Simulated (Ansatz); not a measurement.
# BrH5Si: the cost of one run

Program: Ansatz 0.2.0. Level of theory: RKS B3LYP-D4/def2-SVP. These are calculated values, not measurements.

### 1 The system as given

Bond lengths: Si1–H3 1.460 Å, Si1–H4 1.459 Å, Si1–H5 1.459 Å, Si1–Br6 2.610 Å. Angles: H3–Si1–H4 109.5°, H3–Si1–H5 109.5°, H3–Si1–Br6 178.9°, H4–Si1–H5 109.5°, H4–Si1–Br6 70.0°, H5–Si1–Br6 70.0°.

As a file:

```xyz
7

Si    0.0000    0.0000    0.0000
H     0.0000    0.0000    1.8100
H     1.3768    0.0000   -0.4862
H    -0.6877    1.1914   -0.4862
H    -0.6877   -1.1914   -0.4862
Br   -2.4768    0.0000    0.8230
H    -0.9371    0.0000    1.9196
```

### 2 Pulling towards end A

Springs on the bonds that form and break draw the guess towards this end; the thresholds are loose.

The input, input.yaml:

```yaml
crystal:
  periodic: [false, false, false]
  atoms:
    - { symbol: Si, position_ang: [0.0, 0.0, 0.0] }
    - { symbol: H, position_ang: [0.0, 0.0, 1.81] }
    - { symbol: H, position_ang: [1.3768, 0.0, -0.4862] }
    - { symbol: H, position_ang: [-0.6877, 1.1914, -0.4862] }
    - { symbol: H, position_ang: [-0.6877, -1.1914, -0.4862] }
    - { symbol: Br, position_ang: [-2.4768, 0.0, 0.823] }
    - { symbol: H, position_ang: [-0.9371, 0.0, 1.9196] }
basis:
  gaussian: { orbitals: def2-SVP }
hamiltonian:
  xc: b3lyp
  dispersion: d4
relax:
  f_tol: 0.15
  max_steps: 25
  restrain:
    - { distance: [0, 5], at: 3.51, k: 30.0 }
    - { distance: [6, 1], at: 1.86, k: 30.0 }
    - { distance: [0, 1], at: 1.46, k: 30.0 }
    - { distance: [6, 5], at: 1.55, k: 30.0 }
```

Started as:

```bash
$ ansatz run input.yaml --threads 1 --pin off --max-ram 2048MiB --backend cpu --events-out ev --progress --plain --runs-dir out
```

What time and memory should one allow on 1 thread of Arm Neoverse V1, shared host?

About 20 s, with a peak of 0.14 GiB.
